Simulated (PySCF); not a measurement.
Wanted: an ASE script for a PySCF 2.14.0 run.

* Task: atomic charges
* Functional: PBE
* Potentials or basis: def2-svp (all-electron)
* k mesh: 1 × 1 × 1
* Occupations: fixed
* Spin: no spin polarisation
* Exponents discarded below (exp_to_discard): 0 1/bohr^2
* conv_tol: 1e-07 Ha
* max_cycle: 60
* Relativity: none
* Coulomb method: Gaussian density fitting (GDF)
* Grid for exchange and correlation: Becke, atom-centred

The structure of P2 lies in P.cif:

```cif
data_P
_cell_length_a 9.00000000
_cell_length_b 9.00000000
_cell_length_c 11.00000000
_cell_angle_alpha 90.00000000
_cell_angle_beta 90.00000000
_cell_angle_gamma 90.00000000
_space_group_name_H-M_alt 'P1'
_space_group_name_Hall 'P 1'
_space_group_IT_number 1
loop_
_space_group_symop_operation_xyz
'x,y,z'
loop_
_atom_site_label
_atom_site_type_symbol
_atom_site_symmetry_multiplicity
_atom_site_Wyckoff_symbol
_atom_site_fract_x
_atom_site_fract_y
_atom_site_fract_z
_atom_site_occupancy
P1 P 1 a 0.5014444400 0.5023333300 0.4170272700 1
P2 P 1 a 0.5014444400 0.5023333300 0.5891545500 1
```

These files were run (other wordings do the same):

run.py

```python
import json
import numpy as np
from pyscf.pbc import gto, scf, dft, df
from pyscf.pbc.tools import pyscf_ase
from ase.io import read

atoms = read('P.cif')
cell = pyscf_ase.cell_from_ase(atoms)
cell.basis = 'def2-svp'
cell.exp_to_discard = 0
cell.precision = 1e-08
cell.max_memory = 2520  # MB
cell.verbose = 4
cell.build()

res = {}
kpts = cell.make_kpts([1, 1, 1])
mf = dft.KRKS(cell, kpts, xc='pbe')
mf = mf.density_fit()
mf.with_df._cderi_to_save = 'cderi.h5'
mf.with_df.build(j_only=False)
mf.conv_tol = 1e-07
mf.max_cycle = 60

mf.kernel()
res.update(converged=bool(mf.converged), e_tot=mf.e_tot, nelec=cell.nelectron, nao=cell.nao, mesh=list(map(int, cell.mesh)), a=cell.lattice_vectors().tolist(), coords=cell.atom_coords().tolist(),
           mo_energy=[np.real(x).tolist() for x in mf.mo_energy], mo_occ=[np.real(x).tolist() for x in mf.mo_occ])
res.update(kpts=cell.get_scaled_kpts(kpts).tolist())
res['parts'] = {k: float(np.real(v)) for k, v in mf.scf_summary.items() if np.isscalar(v)}
json.dump(res, open('results.json', 'w'))
if not mf.converged:
    raise SystemExit('SCF not converged')

print('levels (eV)')
for i, kp in enumerate(res['kpts'][:40]):
    print('k %7.4f %7.4f %7.4f  ' % tuple(kp), ' '.join('%.3f' % (x * 27.211386) for x in res['mo_energy'][i][:20]))

# Mulliken populations
dm, s = np.asarray(mf.make_rdm1()), np.asarray(mf.get_ovlp())
sites = cell.aoslice_by_atom()[:, 2:]
tot = np.einsum('kij,kji->i', dm, s).real / len(kpts)
res['mulliken'] = [cell.atom_charge(i) - tot[a0:a1].sum() for i, (a0, a1) in enumerate(sites)]
print('Mulliken charges', np.round(res['mulliken'], 5))
res['meta_lowdin'] = mf.mulliken_meta()[1].tolist()

# density on a uniform mesh
grids = dft.gen_grid.UniformGrids(cell)
grids.mesh = [47, 47, 57]
grids.build()
ni = dft.numint.KNumInt()
rho = [ni.get_rho(cell, x, grids, kpts) for x in [dm]]
np.save('rho.npy', np.reshape(rho, (-1, *grids.mesh)))
res['done'] = True
json.dump(res, open('results.json', 'w'))
```

Potentials or basis: def2-svp (all-electron).

Launch:

```sh
$ OMP_NUM_THREADS=2 python -u run.py > log
```

It gave:

```yaml
Gap_between_the_frontier_levels: 3.82 eV
```

Caveat: this is a molecule in a periodic box at the Γ point, so its band gap is the HOMO-LUMO gap; the basis of atomic orbitals isn't converged, which shifts pressures, moduli and gaps.

Wall time 4.7 s on 2 threads of Intel(R) Xeon(R) Processor @ 2.70GHz, with other jobs on the host, peak memory 0.59 GiB.
